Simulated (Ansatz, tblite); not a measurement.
# n-GeSiSiH8 (Si₂GeH₈): rung by rung

Aim: run the singlet of n-GeSiSiH8 (Si₂GeH₈) at one geometry on many levels, and compare frontier levels, spin and run time.

Method: as each input shows; program: Ansatz 0.2.0, Gaussian basis.

Plan: GFN1-xTB, GFN2-xTB, PBE-D4/def2-TZVP, r2SCAN-D4/def2-TZVP, ωB97M-V/def2-TZVP, revPBE-D4/def2-TZVP, B3LYP-D4/def2-TZVP, HSE06-D4/def2-TZVP, r2SCANh-D4/def2-TZVP, BLYP-D4/def2-TZVP, ωB97X-V/def2-TZVP, PBE+5HF/def2-TZVP, PBE+10HF/def2-TZVP, PBE+15HF/def2-TZVP, PBE+35HF/def2-TZVP, PBE+50HF/def2-TZVP, PBE-D4/def2-SVP, PBE0-D4/def2-SVP, HF/6-31G, B3LYP-D4/6-31G, PBE0-D4/def2-TZVPD, PBE-D4/def2-TZVPD, r2SCAN-D4/def2-TZVPD, CCSD(T)/def2-TZVPP, MP2/def2-TZVP, RPA/def2-TZVP.

## Step 1: The relaxed structure

The singlet was relaxed beforehand with r2SCAN-D4/def2-SVP.

11 atoms, charge 0, spin multiplicity 1.

Bond lengths: Ge1–Si2 2.382 Å, Ge1–H4 1.538 Å, Ge1–H5 1.538 Å, Ge1–H6 1.537 Å, Si2–Si3 2.346 Å, Si2–H7 1.497 Å, Si2–H8 1.497 Å, Si3–H9 1.496 Å, Si3–H10 1.496 Å, Si3–H11 1.496 Å. Angles: Si2–Ge1–H4 110.2°, Si2–Ge1–H5 110.3°, Si2–Ge1–H6 111.3°, H4–Ge1–H5 108.1°, H4–Ge1–H6 108.5°, H5–Ge1–H6 108.4°, Ge1–Si2–Si3 110.1°, Ge1–Si2–H7 109.2°, Ge1–Si2–H8 109.8°, Si3–Si2–H7 109.7°, Si3–Si2–H8 109.9°, H7–Si2–H8 108.2°, Si2–Si3–H9 111.3°, Si2–Si3–H10 109.6°, Si2–Si3–H11 109.8°, H9–Si3–H10 108.8°, H9–Si3–H11 108.8°, H10–Si3–H11 108.6°.

PBE0-D4/def2-TZVP was run before; its log isn't repeated, and its numbers join the tables.

## Step 2: GFN1-xTB

Tight binding, by tblite at 300 K electronic temperature and without a spin-polarisation term:

```python
tblite.interface.Calculator('GFN1-xTB', numbers, positions, charge=0, uhf=0).singlepoint()
```

Energy -262.8728 eV, HOMO -11.44 eV, LUMO -7.69 eV; 0.006 s.

## Step 3: GFN2-xTB

Tight binding, by tblite at 300 K electronic temperature and without a spin-polarisation term:

```python
tblite.interface.Calculator('GFN2-xTB', numbers, positions, charge=0, uhf=0).singlepoint()
```

Energy -256.7937 eV, HOMO -9.81 eV, LUMO -5.70 eV; 0.004 s.

## Step 4: PBE-D4/def2-TZVP

start.molden holds the orbitals of an earlier run on this state, given as this run's starting guess.

File in.yaml:

```yaml
crystal:
  periodic: [false, false, false]
  atoms:
    - {symbol: Ge, position_ang: [1.845448, -0.642272, 0.252195]}
    - {symbol: Si, position_ang: [0.031467, 0.348701, -0.930811]}
    - {symbol: Si, position_ang: [-1.885367, 0.392132, 0.420203]}
    - {symbol: H, position_ang: [1.524587, -2.109724, 0.582304]}
    - {symbol: H, position_ang: [2.090465, 0.103819, 1.574985]}
    - {symbol: H, position_ang: [3.140920, -0.601060, -0.574388]}
    - {symbol: H, position_ang: [0.402824, 1.745239, -1.323289]}
    - {symbol: H, position_ang: [-0.243884, -0.429546, -2.179754]}
    - {symbol: H, position_ang: [-3.040542, 1.015288, -0.297225]}
    - {symbol: H, position_ang: [-1.607392, 1.179735, 1.661182]}
    - {symbol: H, position_ang: [-2.258527, -1.002302, 0.814587]}
basis:
  gaussian: {orbitals: def2-TZVP, initial_orbitals: start.molden}
hamiltonian: {xc: pbe, dispersion: d4}
scf: {omitted_lower_state_checks: [starts]}
output: {orbitals: {seedname: orbitals}}
```

Run with:

```console
$ ansatz run in.yaml --threads 4 --pin off --events-out ev --progress --plain --max-ram 3916MiB
```

Further steps of the session: r2SCAN-D4/def2-TZVP; ωB97M-V/def2-TZVP; revPBE-D4/def2-TZVP; B3LYP-D4/def2-TZVP; HSE06-D4/def2-TZVP; r2SCANh-D4/def2-TZVP; BLYP-D4/def2-TZVP; ωB97X-V/def2-TZVP; PBE+5HF/def2-TZVP; PBE+10HF/def2-TZVP; PBE+15HF/def2-TZVP; PBE+35HF/def2-TZVP; PBE+50HF/def2-TZVP; PBE-D4/def2-SVP; PBE0-D4/def2-SVP; HF/6-31G; B3LYP-D4/6-31G; PBE0-D4/def2-TZVPD; PBE-D4/def2-TZVPD; r2SCAN-D4/def2-TZVPD; CCSD(T)/def2-TZVPP; MP2/def2-TZVP; RPA/def2-TZVP.

Before running them: what should the planned runs give, taken together? Wanted: gap in def2-TZVP, named functionals, smallest and largest; gap over the share of exact exchange; correlation energy, CCSD(T)/def2-TZVPP; correlation energy, MP2/def2-TZVP; binding an atom, CCSD(T)/def2-TZVPP; PBE0 total energy, smallest basis above largest.

As calculated:

| quantity | value |
| --- | --- |
| gap in def2-TZVP, named functionals, smallest and largest | 5.91 eV (BLYP-D4), 11.97 eV (ωB97X-V) |
| gap over the share of exact exchange | 5.92 eV at 0, 9.66 eV at 0.5 |
| correlation energy, CCSD(T)/def2-TZVPP | -16.44 eV |
| correlation energy, MP2/def2-TZVP | -13.55 eV |
| binding an atom, CCSD(T)/def2-TZVPP | 2.806 eV |
| PBE0 total energy, smallest basis above largest | 12.66 eV (def2-SVP, def2-TZVPD) |

In words: Over the named functionals in def2-TZVP the gap runs from 5.91 eV (BLYP-D4) to 11.97 eV (ωB97X-V); exact exchange widens it. Raising the share of exact exchange from 0 to 0.5 moves the HOMO by -2.13 eV and the LUMO by +1.62 eV. A small miss in a minimal or small basis is a cancelling of errors, not accuracy. The functionals in def2-TZVP miss CCSD(T)/def2-TZVPP by -0.040 (revPBE-D4) to +0.077 eV (ωB97X-V) an atom. The reference is CCSD(T) in one finite basis, so it carries an error of its own, often a tenth of an eV or more, and near misses can't be ranked.
